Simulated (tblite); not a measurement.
# CH11NO2Si4: the cost of one run

The runs use tblite 0.8.0 and PySCF 2.14.0, with density-fitted response routines of our own; the level of theory stands in each step. All values are computed, except where a source is named. Atoms are numbered from 0 throughout.

## Step 1: The starting structure

19 atoms, charge 0, multiplicity 1; geometry from: force field or distance geometry start.

Bonds of the start (Å): O0–C1 1.22, C1–Si2 1.91, C1–O3 1.36, O3–Si4 1.66, Si4–Si5 2.35, Si4–N6 1.69, N6–Si7 1.69, Si2–H8 1.49, Si2–H9 1.48, Si2–H10 1.49, Si4–H11 1.49, Si5–H12 1.48, Si5–H13 1.48, Si5–H14 1.49, N6–H15 1.01, Si7–H16 1.48, Si7–H17 1.48, Si7–H18 1.48.

## Step 2: Relaxing the molecule with GFN2-xTB

Job settings and geometry (Å):

```
{"job": {"kind": "relax", "xc": "GFN2-xTB", "basis": "xTB"}, "charge": 0, "multiplicity": 1}
O      2.088000    -0.169300    -1.463400
C      2.041200     0.368500    -0.369300
Si     3.688100     1.016100     0.346700
O      0.936900     0.530000     0.403400
Si    -0.580200     0.025800    -0.041200
Si    -0.633600    -2.302000    -0.368000
N     -1.575400     0.631200     1.189800
Si    -3.204100     0.591500     0.757500
H      4.308800     0.036700     1.278600
H      4.675900     1.331800    -0.711400
H      3.464600     2.275700     1.114700
H     -0.937700     0.751800    -1.289600
H      0.264300    -2.733700    -1.458600
H     -2.008900    -2.738500    -0.702600
H     -0.210700    -2.985600     0.886700
H     -1.319100     1.591500     1.394300
H     -3.622400    -0.805400     0.494100
H     -3.414400     1.450000    -0.426500
H     -3.971100     1.143300     1.898700
```

On the command line:

```console
OMP_NUM_THREADS=1 python probes_run.py task.json out
```

This one command runs all jobs of the session in turn.

Q: Estimate the wall time and peak memory of this first job on 1 thread of Arm Neoverse V2, shared host.

About 2.4 s, with a peak of 0.18 GiB.
